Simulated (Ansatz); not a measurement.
# Al7Si: the cost of one run

Computed with Ansatz 0.2.0 (DFT PBE, scalar-relativistic, plane waves, PAW, unless a step's input says otherwise).

1 further run of the same task is left out (set aside as unsound or not needed).

## 1. The starting structure

It takes space group Fm-3m (No. 225, cubic). The conventional cell has a = 8.037 Å, b = 8.037 Å, c = 8.037 Å, α = 90.00°, β = 90.00°, γ = 90.00°. Al (site symmetry mmm) is surrounded by 10 Al at 2.84 Å and 2 Si at 2.84 Å. Al (site symmetry m-3m) is surrounded by 12 Al at 2.84 Å. Si (site symmetry m-3m) has 12 Al at 2.84 Å as nearest neighbours.

Coordinates:

```xyz
8
Lattice="0.0000 4.0186 4.0186 4.0186 0.0000 4.0186 4.0186 4.0186 0.0000" Properties=species:S:1:pos:R:3 pbc="T T T"
Al    2.0093    2.0093    0.0000
Al    2.0093    0.0000    2.0093
Al    4.0186    2.0093    2.0093
Al    0.0000    2.0093    2.0093
Al    2.0093    4.0186    2.0093
Al    2.0093    2.0093    4.0186
Al    4.0186    4.0186    4.0186
Si    0.0000    0.0000    0.0000
```

It is the end of an earlier relaxation with the same method, from a generated guess; it needn't be the stable form of this composition. At a tolerance of 0.05 Å it has space group Fm-3m (No. 225); it has 16.22 Å³/atom, an uncorrected energy of +0.06 eV/atom over the elements.

## 2. Electronic structure at the relaxed geometry

Contents of input.yaml:

```yaml
crystal:
  lattice:
    - [0.0, 4.0186148666, 4.0186148666]
    - [4.0186148666, 0.0, 4.0186148666]
    - [4.0186148666, 4.0186148666, 0.0]
  atoms:
    - { symbol: Al, position: [0.0, 0.0, 0.5] }
    - { symbol: Al, position: [0.0, 0.5, 0.0] }
    - { symbol: Al, position: [0.0, 0.5, 0.5] }
    - { symbol: Al, position: [0.5, 0.0, 0.0] }
    - { symbol: Al, position: [0.5, 0.0, 0.5] }
    - { symbol: Al, position: [0.5, 0.5, 0.0] }
    - { symbol: Al, position: [0.5, 0.5, 0.5] }
    - { symbol: Si, position: [0.0, 0.0, 0.0] }
basis:
  ecutwfc: 420
kpoints:
  mp_grid: { grid: [8, 8, 8] }
  band_path:
    path:
      - [[0.0, 0.0, 0.0], [0.5, 0.0, 0.5], [0.625, 0.25, 0.625]]
      - [[0.375, 0.375, 0.75], [0.0, 0.0, 0.0], [0.5, 0.5, 0.5], [0.5, 0.25, 0.75], [0.5, 0.0, 0.5]]
    npoints: 14
hamiltonian:
  xc: pbe
scf:
  occupations: { method: gaussian, width: 0.1 }
  n_extra_bands: 20
output:
  forces: true
  stress: true
  eigenvalues: true
  populations: true
  dos: { projected: true, de: 0.02, nscf_kmesh: { grid: [10, 10, 10] } }
  bader: true
  write_density: true
  write_potential: true
  elf: true
  volumetric_format: npy
```

Launch:

```bash
$ ansatz run input.yaml --threads 1 --pin off --max-ram 2048MiB --backend cpu --events-out ev --progress --plain --runs-dir out
```

Q: Estimate wall time and peak memory on 1 thread of Intel Xeon Platinum 8488C (Sapphire Rapids), shared host.

About 94 s, with a peak of 0.52 GiB.
